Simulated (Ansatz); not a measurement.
# NiMoIrPdW (P3m1) in Ansatz: relaxation of cell and atoms with revPBE

Aim: the relaxation of cell and atoms of NiMoIrPdW with revPBE.

Program: Ansatz 0.2.0. These are calculated values, not measurements. Logs are shortened: lines on timing, memory, paths and dates and some standing lists are left out, and cuts for length are marked.

### 1 The crystal as given

It takes space group P3m1 (No. 156, trigonal). The conventional cell has a = 2.766 Å, b = 2.766 Å, c = 11.023 Å, α = 90.00°, β = 90.00°, γ = 120.00°. Around Ni (site symmetry 3m) lie 3 Mo at 2.60 Å and 3 Pd at 2.71 Å and 6 Ni at 2.77 Å. Mo (site symmetry 3m) is surrounded by 3 Ni at 2.60 Å and 6 Mo at 2.77 Å and 3 Ir at 2.82 Å. Around Pd (site symmetry 3m) lie 3 Ni at 2.71 Å and 3 W at 2.74 Å and 6 Pd at 2.77 Å. Ir (site symmetry 3m) is surrounded by 3 W at 2.74 Å and 6 Ir at 2.77 Å and 3 Mo at 2.82 Å. W (site symmetry 3m) has 3 Pd at 2.74 Å and 3 Ir at 2.74 Å and 6 W at 2.77 Å as nearest neighbours.

The cell was built by a generator and needn't be a form met in nature.

### 2 Relaxation of cell and atoms, revPBE, collinear spin, ferromagnetic start

Contents of input.yaml:

```yaml
crystal:
  lattice:
    - [2.76616, 0.0, 0.0]
    - [-1.38308, 2.39557, 0.0]
    - [0.0, 0.0, 11.02292]
  atoms:
    - { symbol: Ni, position: [0.33333, 0.66667, 0.59712], spin: 1.0 }
    - { symbol: Mo, position: [0.0, 0.0, 0.41074], spin: 1.0 }
    - { symbol: Pd, position: [0.66667, 0.33333, 0.7952] }
    - { symbol: Ir, position: [0.66667, 0.33333, 0.1996], spin: 0.6 }
    - { symbol: W, position: [0.33333, 0.66667, 0.99734] }
hamiltonian:
  xc: revpbe
  pseudopotentials: { kind: paw }
magnetization:
  spin_polarized: true
kpoints:
  mp_grid: { grid: [8, 8, 2] }
scf:
  occupations: { method: fermi_dirac, width: 0.05 }
output:
  forces: true
  stress: true
  eigenvalues: true
relax:
  f_tol: 0.01
  max_steps: 40
  cell: { stress_tol: 0.05 }
```

Potentials or basis: Ansatz PAW.

Launch:

```console
$ ansatz run input.yaml --threads 8 --pin off --max-ram 20480MiB --backend cpu --events-out ev --progress --plain --runs-dir out
```

The program printed:

```text
Warning: the atoms were moved onto the symmetric positions of the space group found under crystal.symmetry.tolerance 1.0e-5 (fractional; no operation is sought that the atoms, as they stand in a round, miss by more than twice it, and no atom is moved by as much as it), and the run uses the moved positions. Before a round's move an operation carried an atom to 2.77e-5 Å from where it should land, the largest such distance. Atom 0 (counting from 0) moved farthest, by 1.60e-5 Å; the longest move in fractions of the cell, of whichever atom, is 0.47 of the tolerance, in 1 round. To run the atoms as typed, lower crystal.symmetry.tolerance until the operations that they miss are no longer found, or set crystal.symmetry.detect: false (a key that needs symmetry detection or time reversal refuses this as the deck is read). The positions used, in the order of the run's atom list: position: [0.3333333333333333, 0.6666666666666666, 0.59712]; position: [0.0, 0.0, 0.41074]; position: [0.6666666666666666, 0.3333333333333333, 0.7952]; position: [0.6666666666666666, 0.3333333333333333, 0.1996]; position: [0.3333333333333333, 0.6666666666666666, 0.99734]; The lattice was moved too: crystal.lattice keeps the space group found at crystal.symmetry.tolerance 1.0e-5 only nearly: the operation that it misses by the most changes a squared length by the fraction 3.74e-6. The run uses the lattice that is a stretch of the typed one, with no rotation, onto the one that keeps every operation to a double's rounding (on a very oblique basis the stretch itself rounds by more); the deck's lattice vector that moved farthest moved by 2.98e-6 Å. To run the lattice as typed, set crystal.symmetry.tolerance under 3.73e-6, the least fraction by which an operation that the lattice misses changes a squared length (the same key also sets how far an atom may lie from its image, so lowering it can lose operations that the atoms keep only within it), or set crystal.symmetry.detect: false, as for the atoms. crystal.lattice made exact, in Å and degrees: [[2.766162984364202, 0.0, 0.0], [-1.383081492182101, 2.3955674154675757, 0.0], [0.0, 0.0, 11.02292]]. Pasted over the deck's crystal.lattice, beside positions in fractional coordinates, it runs the same cell (given as lengths and angles, that cell in the form's own orientation, a rigid turn of the misfit's size from the one run here, for which a checkpoint.post_process_only pass over this run's state can be refused: where this run relaxes nothing, give such a pass this deck's own crystal.lattice, as typed; behind a relaxation, as crystal.lattice, the state's own cell, identity.cell in its checkpoint.json), and a matrix so pasted ends this notice, except on a very skew basis of the lattice, where the rounding of the pasted numbers themselves can read as a misfit: the cell is then moved again, and that move is told again. The lattice as run is in this notice's lattice.as_run_ang field (Run.prep()["deck_notices"] in Python, the deck_notice line of an events file, deck_notices of ansatz run --dry-run=json, or deck_notices in record.json in the deck's checkpoint.write directory).
Warning: RAYON_NUM_THREADS=8 ignored (pool sized by the plan → 8); use --threads N
Engine: ansatz 0.2.0, aarch64-unknown-linux-gnu
Pseudopotentials: kind: paw
Pseudopotential: Ni, paw, valence charge 18, recommended cutoff 420 eV (normal), Ni.paw.azcp
Pseudopotential: Mo, paw, valence charge 14, recommended cutoff 420 eV (normal), Mo.paw.azcp
Pseudopotential: Pd, paw, valence charge 18, recommended cutoff 420 eV (normal), Pd.paw.azcp
Pseudopotential: Ir, paw, valence charge 17, recommended cutoff 420 eV (normal), Ir.paw.azcp
Pseudopotential: W, paw, valence charge 14, recommended cutoff 420 eV (normal), W.paw.azcp
Functional definition: revPBE
  parameter kappa = 1.245
  parameter beta = 0.06672455060314922
  exchange = pbe_x(kappa = kappa, mu = beta*pi^2/3)
  correlation = pbe_c(beta = beta)
Crystal: 5 atoms, lattice volume = 73.044 Å³
Basis set: ecut = 420 eV, 1429 PW (Γ), exchange–correlation on 40×40×150 points (8 copies of the dense FFT grid, shifted against one another)
Bands: 51, of which v1, the nominal top of the filled ones, is band 41 counted from 1 (40 counted from 0)
Symmetry: 6 space group operations
Space group: P3m1 (ITA 156), of the structure as read, at distance tolerance 4.2e-5 Å
Magnetic group: BNS 156.49 (UNI 1279), of the structure as read, at distance tolerance 4.2e-5 Å
k-points: 20 of 128 (time reversal used)
Non-local potential: Ni, projectors of the file, l = 0: 3, l = 1: 2, l = 2: 3, l = 3: 1
Non-local potential: Mo, projectors of the file, l = 0: 3, l = 1: 2, l = 2: 2, l = 3: 1
Non-local potential: Pd, projectors of the file, l = 0: 2, l = 1: 2, l = 2: 2, l = 3: 1
Non-local potential: Ir, projectors of the file, l = 0: 3, l = 1: 2, l = 2: 2, l = 3: 1
Non-local potential: W, projectors of the file, l = 0: 3, l = 1: 2, l = 2: 2, l = 3: 1
PAW form: soft (Blöchl's): semilocal exchange-correlation on the pseudo side does not see the compensation charge
PAW frozen core: Ni, regenerated for the run's functional, and the local potential with it (the file was generated under x = pbe(κ = 0.804, μ = 0.2195149727645171), c = pbe(β = 0.06672455060314922))
PAW frozen core: Mo, regenerated for the run's functional, and the local potential with it (the file was generated under x = pbe(κ = 0.804, μ = 0.2195149727645171), c = pbe(β = 0.06672455060314922))
[... 170 lines left out ...]
SCF 6 converged in 22 iterations: F = -40121.372055 eV  dr2 = 1.53e-11
relax step   6: F+E_penalty+E_count = -40121.37205456 eV  Δ(F+E_penalty+E_count) = -3.956e-4 eV  max|allowed force component| = 6.477e-3 eV/Å  Δτ_max = 0.0000 Å  P = -0.011 GPa  Ω = 74.041 Å³  stress off target by 1.56e-2 GPa  SCF on the basis re-selected at this cell (its energy is not comparable with the rows above)  (22 SCF iters)
basis re-selected at this cell: Δ(F+E_penalty+E_count) = -3.956e-4 eV, ΔP = -0.005 GPa vs the last step (what re-selecting the basis moved, of the pressure what is left beyond the Pulay correction that the steps carried, after the strain that the cell walked since its last selection, with what the two solves' SCF thresholds leave and, on support functions, any second-order correction that the steps lacked; it is no measure of the basis error at this ecutwfc). This SCF's stress stands 1.56e-2 GPa from its target on what of the cell is left free (relax.cell.stress_tol is 5.00e-2 GPa) and its largest allowed force component is 6.48e-3 eV/Å (relax.f_tol is 1.00e-2 eV/Å): within both
SCF converged after 22 iterations
Magnetization: -0.0000 μB (40.5000 up, 40.5000 down)
Absolute magnetization: 0.0000 μB (∫|ρ↑−ρ↓|, with the PAW one-centre terms)
Spin contamination: 0.0000 ħ² per cell (⟨S²⟩ above its minimum at these occupations)
Per-site moments (μB) at R_I (Å): [(-1.988740008854205e-7, 1.079616781426165), (-3.190665965832567e-8, 1.079616781426165), (-1.5442188051224636e-8, 1.1274016079048264), (-1.251803806596331e-8, 1.1360803183593289), (-2.560527755592341e-9, 1.1360803183593289)]
Free energy (F): -40121.372055 eV
Harris-Foulkes:  -40121.372055 eV  (|F-HF|=2.91e-11)
Internal energy: -40121.324057 eV  (E = F + TS)
E sigma→0 (E₀):  -40121.348056 eV
Entropy (-TS):   -0.047997 eV (-9.599 meV/atom)
Fermi energy:    20.757795 eV
--- Per-component energies (eV) ---
  E_band       = -689.520037
  E_kinetic    = 2306.560972
  E_local      = -8564.025648  (includes V_loc(G=0)·N_el)
  E_nonlocal   = 1067.484148
  E_hartree    = 3471.913406
  E_xc         = -971.372358
  E_vxc        = -1086.992670  (∫ρ·V_xc dr)
  E_paw        = -26400.893570  (= ΣΔE_a)
  E_vpaw       = -1356.374275  (= ΣTr[D̂ρ^β])
  E_aug_tail   = 0.000786  (compensation charges beyond the density's cutoff)
  E_ewald      = -11030.780865
  E_core_change = -0.210929  (= ΣΔE_core)
  E_smearing   = -0.047997  (= −TS)
  E_closure    = -0.000000  (closes the sum)
  Σ components = -40121.372055   (vs F -40121.372055, Δ=0.00e0)
--- Forces (eV/Å), atoms counted from 1 ---
  atom   1  Ni     0.00000000     0.00000000    -0.00647715
  atom   2  Mo     0.00000000     0.00000000     0.00582483
  atom   3  Pd     0.00000000     0.00000000     0.00275166
  atom   4  Ir     0.00000000     0.00000000    -0.00149686
  atom   5  W      0.00000000     0.00000000    -0.00060113
  max |Σ_I F_I| component: 1.35e-6 eV/Å
--- Stress (GPa, compression-positive) ---
       -0.015614       0.000000       0.000000
        0.000000      -0.015614      -0.000000
        0.000000      -0.000000      -0.001914
  P = ⅓ Tr σ = -0.0110 GPa (-0.110 kbar)
--- Band table (eV; the first three rows and the last of 40) ---
  k-point 0 ↑: bands = ["-82.2915", "-71.7799", "-63.9297", "-53.3122", "-42.7542", "-42.5474", "-42.5474", "-40.3060", "-29.7735", "-29.4412", "-29.4412", "-28.6416", "-28.4373", "-28.4373", "-17.7144", "-16.9313", "-16.9313", "-14.4639", "-13.6933", "-13.6933", "11.4607", "13.3140", "13.9938", "14.8469", "15.7620", "17.5404", "17.5404", "17.5823", "17.6730", "17.6730", "18.2457", "18.6030", "18.6030", "19.0146", "19.0146", "19.0799", "19.3107", "19.3107", "19.7328", "19.7328", "19.8360", "20.4436", "20.4436", "20.5316", "21.1128", "21.1128", "23.0471", "23.0471", "23.9388", "23.9388", "29.8432"]
  k-point 1 ↑: bands = ["-82.2915", "-71.7799", "-63.9297", "-53.3122", "-42.7542", "-42.5474", "-42.5474", "-40.3060", "-29.7735", "-29.4412", "-29.4412", "-28.6416", "-28.4372", "-28.4372", "-17.7145", "-16.9313", "-16.9313", "-14.4639", "-13.6933", "-13.6933", "11.5043", "13.0732", "14.0858", "15.0508", "15.8284", "17.5413", "17.5413", "17.6456", "17.6721", "17.6721", "18.0894", "18.5705", "18.5705", "18.9088", "19.1115", "19.1115", "19.2970", "19.3718", "19.3718", "19.5323", "19.5323", "20.5481", "20.5481", "21.0921", "21.0921", "21.3175", "23.0292", "23.0292", "23.9476", "23.9476", "28.9201"]
  k-point 2 ↑: bands = ["-82.2908", "-71.7752", "-63.9250", "-53.2976", "-42.7531", "-42.5545", "-42.5492", "-40.2795", "-29.7679", "-29.4835", "-29.4515", "-28.6319", "-28.5086", "-28.4545", "-17.6906", "-17.1050", "-16.9710", "-14.4371", "-13.8729", "-13.7341", "12.0385", "13.8642", "14.4273", "15.2663", "16.0553", "17.0740", "17.4201", "17.6190", "17.9244", "17.9355", "18.0243", "18.1456", "18.4290", "18.5847", "19.0468", "19.0912", "19.2033", "19.4140", "19.4186", "19.7069", "19.7841", "20.2150", "20.7166", "20.8762", "21.2706", "21.4426", "22.9734", "23.6830", "23.8620", "24.5774", "30.2294"]
  k-point 19 ↓: bands = ["-82.2864", "-71.7444", "-63.8942", "-53.2015", "-42.7463", "-42.5870", "-42.5743", "-40.1028", "-29.7310", "-29.6759", "-29.6001", "-28.8289", "-28.7026", "-28.5679", "-17.8548", "-17.5562", "-17.5326", "-14.6536", "-14.3416", "-14.2593", "15.4034", "15.5695", "16.0663", "16.1837", "16.5887", "16.6577", "16.8868", "16.9960", "17.3156", "17.7008", "17.7612", "18.1059", "18.5224", "18.9179", "19.1521", "19.4725", "20.0116", "20.2643", "20.7579", "20.9195", "21.0827", "21.3769", "22.3465", "22.6774", "23.1654", "25.0835", "25.4729", "26.7738", "27.2394", "27.5915", "28.8931"]
--- Relaxed structure (5 steps of the walk, 4 accepted, 1 SCFs on fresh bases) ---
  F+E_penalty+E_count = -40121.37205456 eV   max|allowed force component| = 6.477e-3 eV/Å   (the final SCF, on the basis selected at the relaxed cell)
  cell:  # Å, volume = 74.0407 Å³
    - [2.775709828883413, 3.533042199248251e-19, 3.1141320138959012e-18]
    - [-1.3878549144417065, 2.4038352253471924, -1.557066006947954e-18]
    - [1.240954645573908e-17, -1.6230316565695843e-32, 11.096651908738682]
  atoms:
    - { symbol: Ni, position: [0.3333333333333333, 0.6666666666666666, 0.5963007749419704] }
    - { symbol: Mo, position: [-4.0481223650912223e-19, 2.3972114907466612e-34, 0.4098249927990574] }
    - { symbol: Pd, position: [0.6666666666666666, 0.3333333333333333, 0.7958168106112677] }
    - { symbol: Ir, position: [0.6666666666666666, 0.3333333333333333, 0.19995468785320672] }
    - { symbol: W, position: [0.3333333333333333, 0.6666666666666666, 0.9981027337944978] }
```

It took 31 s on 8 threads of Arm Neoverse V1, shared host; peak memory 0.63 GiB.

Results:

```
Free energy                            : -40121.3721 eV
Relaxed volume                         : 14.81 Å³/atom
Relaxed cell                           : a = 2.776 Å, b = 2.776 Å, c = 11.097 Å, α = 90.00°, β = 90.00°, γ = 120.00°
Space group after relaxing (to 0.05 Å) : P3m1 (No. 156)
Energy gained by relaxing              : 2.1 meV/atom
Ionic steps                            : 5
Pressure after relaxing                : 0.0 GPa
Largest force after relaxing           : 0.006 eV/Å
Band gap on the k mesh                 : none (metal or under the smearing width)
Net moment                             : 0.00 μB per cell
Absolute moment                        : 0.00 μB per cell
```

Forces in eV/Å, atoms in the order of the input:
```
Ni   0.000  0.000 -0.006
Mo   0.000  0.000  0.006
Pd   0.000  0.000  0.003
Ir   0.000  0.000 -0.001
W    0.000  0.000 -0.001
```

Step by step:
| step | energy change (eV) | largest force (eV/Å) | volume (Å³) |
| --- | --- | --- | --- |
| 1 | 0.0000 | 0.0726 | 73.04 |
| 2 | -0.0100 | 0.0417 | 73.98 |
| 3 | -0.0102 | 0.0152 | 74.04 |
| 4 | -0.0102 | 0.0065 | 74.04 |
| 5 | -0.0106 | 0.0065 | 74.04 |

Final structure:
```yaml
crystal:
  lattice:
    - [2.77571, 0.00000, 0.00000]
    - [-1.38785, 2.40384, 0.00000]
    - [0.00000, 0.00000, 11.09665]
  atoms:
    - { symbol: Ni, position: [0.33333, 0.66667, 0.59630] }
    - { symbol: Mo, position: [0.00000, 0.00000, 0.40982] }
    - { symbol: Pd, position: [0.66667, 0.33333, 0.79582] }
    - { symbol: Ir, position: [0.66667, 0.33333, 0.19995] }
    - { symbol: W, position: [0.33333, 0.66667, 0.99810] }
```

Caveat: the plane-wave basis is chosen anew once the cell has moved, so the energies of steps on either side of that aren't comparable; the PAW data sets come from PBE, with cores solved anew for the run's functional, which leaves a small shift of forces and pressure; the starting moments weren't kept.
